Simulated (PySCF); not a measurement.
# C2H9NOSi: electronic excitations and core binding energies

Wanted: the electronic excitations and core binding energies of C2H9NOSi (`CO[Si@H](C)N`), by calculation.

Computed with PySCF 2.14.0, with density-fitted response routines of our own, on a single molecule in the gas phase. Atoms count from 0, in the outputs and in this text.

### Step 1. Starting geometry

14 atoms, charge 0, multiplicity 1; geometry from: GFN2-xTB.

Bonds of the start (Å): C0–O1 1.39, O1–Si2 1.62, Si2–C3 1.88, Si2–N4 1.73, C0–H5 1.09, C0–H6 1.09, C0–H7 1.09, Si2–H8 1.48, C3–H9 1.08, C3–H10 1.08, C3–H11 1.08, N4–H12 1.01, N4–H13 1.01.

### Step 2. Excited states and response: wB97X-D/def2-SVPD

Job settings and geometry (Å):

```
{"job": {"kind": "uv", "xc": "wB97X-D", "basis": "def2-SVPD", "nstates": 8, "ntriplets": 3}, "charge": 0, "multiplicity": 1}
C      2.223359    -0.281859     0.497925
O      1.037753     0.444609     0.573122
Si    -0.389534     0.103952    -0.124156
C     -1.584152     1.392550     0.558000
N     -0.937905    -1.458722     0.377250
H      3.002963     0.287519     1.006008
H      2.520032    -0.446911    -0.541587
H      2.114698    -1.253528     0.986658
H     -0.238744     0.209860    -1.589404
H     -1.740029     1.269602     1.624087
H     -1.216544     2.397867     0.388623
H     -2.547496     1.306567     0.067654
H     -0.347164    -2.259845     0.219676
H     -1.897914    -1.712134     0.214002
```

With the program's defaults for keys left out, this is: TDDFT wB97X-D/def2-SVPD, vertical, gas phase, core orbitals frozen in the response.

On the command line:

```sh
> OMP_NUM_THREADS=1 python probes_run.py task.json out
```

One launch serves the whole session: the jobs run in the order shown.

Log:

```text
coarse grid: 11528 points
cycle   1  E = -500.6848208117  dE =  4.426e-01  |g| = 7.200e-01  |ddm| = 4.540e+00
cycle   2  E = -500.6647709043  dE =  2.005e-02  |g| = 8.249e-01  |ddm| = 1.938e+00
cycle   3  E = -500.7903116632  dE = -1.255e-01  |g| = 6.529e-02  |ddm| = 8.193e-01
cycle   4  E = -500.7910336977  dE = -7.220e-04  |g| = 3.228e-02  |ddm| = 1.048e-01
cycle   5  E = -500.7912667981  dE = -2.331e-04  |g| = 6.334e-03  |ddm| = 9.507e-02
cycle   6  E = -500.7912759727  dE = -9.175e-06  |g| = 1.846e-03  |ddm| = 2.408e-02
final grid: 104896 points
cycle   7  E = -500.8616969111  dE = -6.785e-05  |g| = 6.562e-03  |ddm| = 1.170e-01
cycle   8  E = -500.8616973887  dE = -4.777e-07  |g| = 6.671e-03  |ddm| = 1.690e-02
cycle   9  E = -500.8617065289  dE = -9.140e-06  |g| = 4.123e-04  |ddm| = 1.130e-02
cycle  10  E = -500.8617065729  dE = -4.402e-08  |g| = 2.804e-04  |ddm| = 2.919e-03
cycle  11  E = -500.8617065887  dE = -1.576e-08  |g| = 6.181e-05  |ddm| = 7.669e-04
cycle  12  E = -500.8617065898  dE = -1.110e-09  |g| = 1.820e-05  |ddm| = 3.810e-04
cycle  13  E = -500.8617065900  dE = -1.452e-10  |g| = 5.120e-06  |ddm| = 1.481e-04
converged SCF energy = -500.8617065900

Static polarisability (au): isotropic 62.506, principal 57.609 60.929 68.981

Singlet excitations
state   eV       nm        f      main configurations
  1   6.7466    183.8   0.02853   H->L 0.81, H->L+2 0.11
  2   7.4867    165.6   0.02760   H->L+1 0.59, H->L+3 0.26
  3   7.8357    158.2   0.01231   H-1->L 0.62, H-1->L+1 0.19
  4   8.2046    151.1   0.04225   H->L+2 0.38, H->L+3 0.22, H->L+1 0.13
  5   8.4001    147.6   0.03538   H-2->L 0.40, H->L+4 0.09
  6   8.4840    146.1   0.01743   H-1->L+2 0.21, H->L+2 0.11, H->L+5 0.11
  7   8.5592    144.9   0.06504   H-1->L+1 0.16, H-1->L+3 0.16, H-2->L+1 0.15
  8   8.7619    141.5   0.11835   H->L+4 0.57

Triplet excitations (Tamm-Dancoff, eV): 6.4935 7.3141 7.7352
```

Wall time 67 s (1 thread of Intel Xeon at 2.50GHz, shared host); peak memory 0.74 GiB.

The orbitals next to the gap, with their largest atomic shares:

| orbital | eV | atoms |
| --- | --- | --- |
| HOMO−3 | -11.19 | C3 27 %, O1 19 %, Si2 16 % |
| HOMO−2 | -10.57 | O1 41 %, N4 12 %, C0 11 % |
| HOMO−1 | -10.01 | O1 54 %, C0 12 %, N4 8 % |
| HOMO | -9.24 | N4 54 %, Si2 14 %, H8 11 % |
| LUMO | 2.09 | Si2 30 %, H12 12 %, C0 11 % |
| LUMO+1 | 2.64 | C3 16 %, C0 15 %, Si2 14 % |
| LUMO+2 | 3.01 | O1 19 %, Si2 11 %, C3 10 % |

With each of the 8 states as a Gaussian band of 0.4 eV half-width at 1/e, the curve within the window shown has maxima at 183 nm (ε 1,200), 144 nm (ε 9,100) L/(mol cm). Beyond the last state computed it falls off for lack of states. The curve at chosen wavelengths:

(nm, ε (L/mol/cm)): (137, 3471), (140, 6681), (142, 8353), (145, 9049), (147, 8341), (150, 6353), (152, 4931), (155, 3216), (157, 2468), (160, 1870), (163, 1629), (165, 1516), (168, 1312), (170, 1165), (173, 1010), (175, 987), (178, 1059), (181, 1166), (183, 1197), (186, 1134), (188, 1021), (191, 786), (193, 619), (196, 394), (198, 275), (201, 149)

Ground-state properties from the same run:

| property | computed |
| --- | --- |
| dipole moment (D) | 1.59 |
| polarisability (Å³) | 9.26 |
| HOMO–LUMO gap (eV) | 11.33 |
| −ε(HOMO) (eV) | 9.24 |

### Step 3. Core holes by ΔSCF: SCAN, X2C

Same as in step 2 but for these lines:

```diff
@@ -1,2 +1,2 @@
-{"job": {"kind": "uv", "xc": "wB97X-D", "basis": "def2-SVPD", "nstates": 8, "ntriplets": 3}, "charge": 0, "multiplicity": 1}
+{"job": {"kind": "xps"}, "charge": 0, "multiplicity": 1}
 C      2.223359    -0.281859     0.497925
```

With the program's defaults for keys left out, this is: delta-SCF UKS SCAN, pcX-2 on the ionised atom, pcseg-1 elsewhere, spin-free X2C.

Log:

```text
ground state, core basis on atom 0 (C), 150 functions
  cycle   1  E = -501.53279806  |g| = 8.42e-01
  cycle   2  E = -501.26180921  |g| = 1.40e+00
  cycle   3  E = -501.67703252  |g| = 1.86e-01
  cycle   4  E = -501.68361038  |g| = 5.72e-02
  cycle   5  E = -501.68432300  |g| = 1.69e-02
  cycle   6  E = -501.68438240  |g| = 7.09e-03
  cycle   7  E = -501.68439480  |g| = 1.03e-03
  cycle   8  E = -501.68439369  |g| = 2.66e-04
  E(ground) = -501.72640169 Eh
hole in C 1s of atom 0
  cycle   1  E = -490.39705528  |g| = 1.50e+00
  cycle   2  E = -487.70113179  |g| = 2.43e+00
  cycle   3  E = -490.43876404  |g| = 1.07e+00
  cycle   4  E = -490.88292730  |g| = 3.88e-01
  cycle   5  E = -490.93295118  |g| = 1.67e-01
  cycle   6  E = -490.94084949  |g| = 7.28e-02
  cycle   7  E = -490.94314104  |g| = 1.26e-02
  cycle   8  E = -490.94320999  |g| = 5.51e-03
  cycle   9  E = -490.94322999  |g| = 1.90e-03
  cycle  10  E = -490.94323206  |g| = 1.16e-03
  cycle  11  E = -490.94323247  |g| = 4.20e-04
  E(ion) = -490.98473937 Eh   <S^2> = 0.7710   hole on atom = 1.000   binding energy = 292.296 eV
ground state, core basis on atom 1 (O), 150 functions
  cycle   1  E = -501.71626734  |g| = 9.94e-02
  cycle   2  E = -501.71558019  |g| = 7.53e-02
  cycle   3  E = -501.71605588  |g| = 5.73e-02
  cycle   4  E = -501.71660926  |g| = 5.83e-03
  cycle   5  E = -501.71661721  |g| = 9.45e-04
  cycle   6  E = -501.71661692  |g| = 1.89e-04
  E(ground) = -501.75685424 Eh
hole in O 1s of atom 1
  cycle   1  E = -481.13091607  |g| = 2.23e+00
  cycle   2  E = -480.64263437  |g| = 2.22e+00
  cycle   3  E = -481.89623368  |g| = 4.23e-01
  cycle   4  E = -481.93599856  |g| = 1.88e-01
  cycle   5  E = -481.95055424  |g| = 6.67e-02
  cycle   6  E = -481.95248925  |g| = 1.07e-02
  cycle   7  E = -481.95253558  |g| = 4.93e-03
  cycle   8  E = -481.95254949  |g| = 1.20e-03
  cycle   9  E = -481.95254976  |g| = 3.77e-04
  E(ion) = -481.99367927 Eh   <S^2> = 0.7612   hole on atom = 1.000   binding energy = 537.783 eV
ground state, core basis on atom 2 (Si), 161 functions
  cycle   1  E = -501.78921930  |g| = 2.99e-01
  cycle   2  E = -501.78731854  |g| = 1.37e-01
  cycle   3  E = -501.78609975  |g| = 1.54e-01
  cycle   4  E = -501.79042065  |g| = 1.69e-02
  cycle   5  E = -501.79046738  |g| = 2.15e-03
  cycle   6  E = -501.79046841  |g| = 4.95e-04
  E(ground) = -501.79224240 Eh
hole in Si 1s of atom 2
  cycle   1  E = -432.86446706  |g| = 4.35e+00
  cycle   2  E = -432.95669935  |g| = 2.17e+00
  cycle   3  E = -433.53198675  |g| = 8.59e-01
  cycle   4  E = -433.86675087  |g| = 3.41e-01
  cycle   5  E = -433.90356085  |g| = 1.49e-01
  cycle   6  E = -433.91259499  |g| = 3.82e-02
  cycle   7  E = -433.91291468  |g| = 2.38e-02
  cycle   8  E = -433.91317052  |g| = 4.65e-03
  cycle   9  E = -433.91317987  |g| = 2.00e-03
  cycle  10  E = -433.91318158  |g| = 2.13e-04
  E(ion) = -433.92223935 Eh   <S^2> = 0.7519   hole on atom = 1.000   binding energy = 1846.837 eV
hole in Si 2p of atom 2
  cycle   1  E = -497.52680717  |g| = 1.24e+00
  cycle   2  E = -497.38001127  |g| = 1.15e+00
  cycle   3  E = -497.79063320  |g| = 3.35e-01
  cycle   4  E = -497.83883824  |g| = 1.26e-01
  cycle   5  E = -497.84384793  |g| = 5.16e-02
  cycle   6  E = -497.84491108  |g| = 1.70e-02
  cycle   7  E = -497.84502021  |g| = 6.12e-03
  cycle   8  E = -497.84503593  |g| = 2.01e-03
  cycle   9  E = -497.84503790  |g| = 2.96e-04
  E(ion) = -497.85735972 Eh   <S^2> = 0.7514   hole on atom = 1.003   binding energy = 107.074 eV
  2p3/2 = 106.824 eV   2p1/2 = 107.450 eV
ground state, core basis on atom 3 (C), 150 functions
  cycle   1  E = -501.68269563  |g| = 6.50e-02
  cycle   2  E = -501.68257017  |g| = 4.26e-02
  cycle   3  E = -501.68282013  |g| = 2.78e-02
  cycle   4  E = -501.68296046  |g| = 7.36e-03
  cycle   5  E = -501.68297369  |g| = 1.12e-03
  cycle   6  E = -501.68297313  |g| = 2.94e-04
  E(ground) = -501.72573354 Eh
hole in C 1s of atom 3
  cycle   1  E = -490.47152061  |g| = 1.50e+00
  cycle   2  E = -490.01447294  |g| = 1.66e+00
  cycle   3  E = -491.00037192  |g| = 2.92e-01
  cycle   4  E = -491.02819918  |g| = 1.11e-01
  cycle   5  E = -491.03249945  |g| = 4.56e-02
  cycle   6  E = -491.03329411  |g| = 9.60e-03
  cycle   7  E = -491.03330856  |g| = 8.24e-03
  cycle   8  E = -491.03333638  |g| = 1.78e-03
  cycle   9  E = -491.03333822  |g| = 7.79e-04
  cycle  10  E = -491.03333866  |g| = 3.59e-04
  E(ion) = -491.07492114 Eh   <S^2> = 0.7660   hole on atom = 1.000   binding energy = 289.823 eV
ground state, core basis on atom 4 (N), 150 functions
  cycle   1  E = -501.69751236  |g| = 7.39e-02
  cycle   2  E = -501.69744295  |g| = 2.69e-02
  cycle   3  E = -501.69738523  |g| = 3.16e-02
  cycle   4  E = -501.69761069  |g| = 3.32e-03
  cycle   5  E = -501.69761222  |g| = 7.58e-04
  cycle   6  E = -501.69761335  |g| = 1.65e-04
  E(ground) = -501.73857448 Eh
hole in N 1s of atom 4
  cycle   1  E = -486.13941303  |g| = 1.86e+00
  cycle   2  E = -485.64363864  |g| = 1.98e+00
  cycle   3  E = -486.78736736  |g| = 3.76e-01
  cycle   4  E = -486.80737971  |g| = 2.66e-01
  cycle   5  E = -486.83363677  |g| = 5.22e-02
  cycle   6  E = -486.83457353  |g| = 1.62e-02
  cycle   7  E = -486.83470352  |g| = 4.59e-03
  cycle   8  E = -486.83471465  |g| = 1.35e-03
  cycle   9  E = -486.83471514  |g| = 5.11e-04
  cycle  10  E = -486.83471589  |g| = 2.53e-04
  E(ion) = -486.87435012 Eh   <S^2> = 0.7639   hole on atom = 1.000   binding energy = 404.476 eV
```

Run time: 3.6 min. Hardware: 1 thread of Intel Xeon at 2.50GHz, shared host; peak memory 0.64 GiB.

The holes in one table. −ε is the ground-state orbital energy:

| hole | stands for | environment | ΔSCF (eV; 2p as the shell's mean) | −ε (eV) | ⟨S²⟩ |
| --- | --- | --- | --- | --- | --- |
| C1s on C0 | C0 | methyl carbon bonded to O | 292.30 | 274.8 | 0.771 |
| O1s on O1 | O1 | oxygen bonded to C, Si | 537.78 | 516.2 | 0.761 |
| Si1s on Si2 | Si2 | silicon bonded to C, N, O, H | 1846.84 | 1793.4 | 0.752 |
| Si2p on Si2 | Si2 | silicon bonded to C, N, O, H | 107.03 | 96.1 | 0.751 |
| C1s on C3 | C3 | methyl carbon bonded to Si | 289.82 | 272.7 | 0.766 |
| N1s on N4 | N4 | nitrogen bonded to Si, 2 H | 404.48 | 385.2 | 0.764 |

With the spin-orbit splitting: Si2 2p3/2 106.82, 2p1/2 107.45 eV. The table gives each 2p level as the mean over the whole 2p shell (two parts 2p3/2, one part 2p1/2), which differs a little from the single hole in the log.

### Step 4. Outcome

| quantity | value |
| --- | --- |
| lowest singlet (wB97X-D/def2-SVPD) | 6.75 eV (184 nm), f = 0.029 |
| brightest single state of those computed | state 8, 8.76 eV, f = 0.118 |
| lowest triplet | 6.49 eV |
| C1s binding energies, SCAN/pcX-2 | C0 292.30, C3 289.82 eV |
| O1s binding energies, SCAN/pcX-2 | O1 537.78 eV |
| Si1s binding energies, SCAN/pcX-2 | Si2 1846.84 eV |
| Si2p binding energies, SCAN/pcX-2 | Si2 107.03 eV |
| N1s binding energies, SCAN/pcX-2 | N4 404.48 eV |

**Reading.** The lowest singlet, at 6.75 eV, is HOMO→LUMO 0.81, HOMO→LUMO+2 0.11 and is weak; of the 8 states computed, the strongest absorption comes from state 8 at 8.76 eV (the last computed, so partners may be missing). The lowest triplet lies 0.25 eV below the lowest singlet (triplets in Tamm-Dancoff, singlets in full TDDFT). C0 (methyl carbon bonded to O) binds its C1s electron 2.47 eV more tightly than C3 (methyl carbon bonded to Si).
